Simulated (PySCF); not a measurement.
# H12N4Pt ([Pt(NH3)4]2+): the cost of one run

Computed with PySCF 2.14.0 and routines of our own; the level stands in each step. Atoms count from 0.

### 1 The system as given

17 atoms, charge 2, states of the metal's open shell are computed; geometry from: model start, shaken.

### 2 Geometry optimisation at PBE0-D3(BJ)/def2-SVP

Job settings and geometry (Å):

```
{"job": {"xc": "PBE0", "basis": "def2-SVP", "d3": "d3bj", "grid": 1, "maxiter": 45, "solvent": "water", "kind": "geom"}, "charge": 2, "metal": "Pt", "open_shell": "d8"}
Pt     0.000020     0.004480    -0.004110
N      2.096640    -0.006820    -0.014870
H      2.501240     0.962460    -0.007380
H      2.491030    -0.463830     0.821460
H      2.501920    -0.485140    -0.816540
N     -2.099570    -0.020160    -0.006860
H     -2.528860    -0.961700    -0.027630
H     -2.503860     0.452170     0.820170
H     -2.497990     0.468380    -0.853860
N     -0.008080     2.109270     0.001700
H     -0.022950     2.493170     0.927680
H      0.803970     2.516250    -0.483290
H     -0.816590     2.513600    -0.479930
N     -0.001680    -2.108340     0.000960
H     -0.018380    -2.499190    -0.921970
H      0.792900    -2.487450     0.472970
H     -0.825730    -2.470330     0.482610
```

Started as:

```console
OMP_NUM_THREADS=1 python lf_run.py task.json out
```

One launch serves the whole session: the jobs run in the order shown.

**Question.** How long does this first job take on 1 thread of AMD EPYC 9R45, shared host, and how much memory does it need?

About 3.5 min, with a peak of 1.4 GiB.
